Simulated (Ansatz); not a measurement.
# Cu: the cost of one run

Computed with Ansatz 0.2.0, driven from Python. The levels of theory stand in the script.

This is Cu in the hcp structure; at room conditions it is fcc.

### Step 1. The structure

The structure is hexagonal, space group P6_3/mmc (No. 194). The conventional cell has a = 2.534 Å, b = 2.534 Å, c = 4.113 Å, α = 90.00°, β = 90.00°, γ = 120.00°. Cu (site symmetry -6m2) has 12 Cu at 2.52 to 2.53 Å as nearest neighbours.

No structure file is read: the coordinates are typed or built in the script.

### Step 2. The script

cu.py reads:

```python
"""Functional comparison for Cu (totals differ with the potentials too)."""

import ansatz as az
import pandas as pd

cu = (
    az.Lattice.of([2.534097, 0.0, 0.0], [-1.267048, 2.194592, 0.0], [0.0, 0.0, 4.112571])
    .atom("Cu", [1 / 3, 2 / 3, 0.25])
    .atom("Cu", [2 / 3, 1 / 3, 0.75])
)

job = cu.calculation()
job = job.pseudopotentials("paw")
job = job.basis(17 * az.Ha)
job = job.kpoints(12, 12, 7).occupations(az.OccupationsMethod.FERMI_DIRAC, width=0.1)
job = job.stress()

rows = []
for value in ["pbesol", "lda", "blyp"]:
    summary = job.functional(value).run(threads=1, pin="off").report
    rows.append((value, summary["free_energy_ev"] / len(summary["lattice"]["sites"]), summary["n_iterations"], sum(summary["stress_gpa"][i][i] for i in range(3)) / 3, summary["n_kpoints"]))

table = pd.DataFrame(rows, columns=["functional", "F/atom (eV)", "iterations", "P (GPa)", "k-points"])
print(table.round(5).to_string(index=False))
```

### Step 3. The input behind the calls

The package turns the script's settings into the engine's input (first run):

```yaml
crystal:
  lattice:
    - [2.534097, 0.0, 0.0]
    - [-1.267048, 2.194592, 0.0]
    - [0.0, 0.0, 4.112571]
  atoms:
    - { symbol: Cu, position: [0.3333333333333333, 0.6666666666666666, 0.25] }
    - { symbol: Cu, position: [0.6666666666666666, 0.3333333333333333, 0.75] }
basis:
  ecutwfc: 462.593566181796
kpoints:
  mp_grid:
    grid: [12, 12, 7]
hamiltonian:
  xc: pbesol
  pseudopotentials:
    kind: paw
scf:
  occupations:
    method: fermi_dirac
    width: 0.1
output:
  stress: true
```

### Step 4. The run

Command:

```console
> python cu.py
```

**Question.** How long does this script take on 1 thread of Arm Neoverse V1, shared host, and how much memory does it need?

About 7.6 s, with a peak of 0.43 GiB.
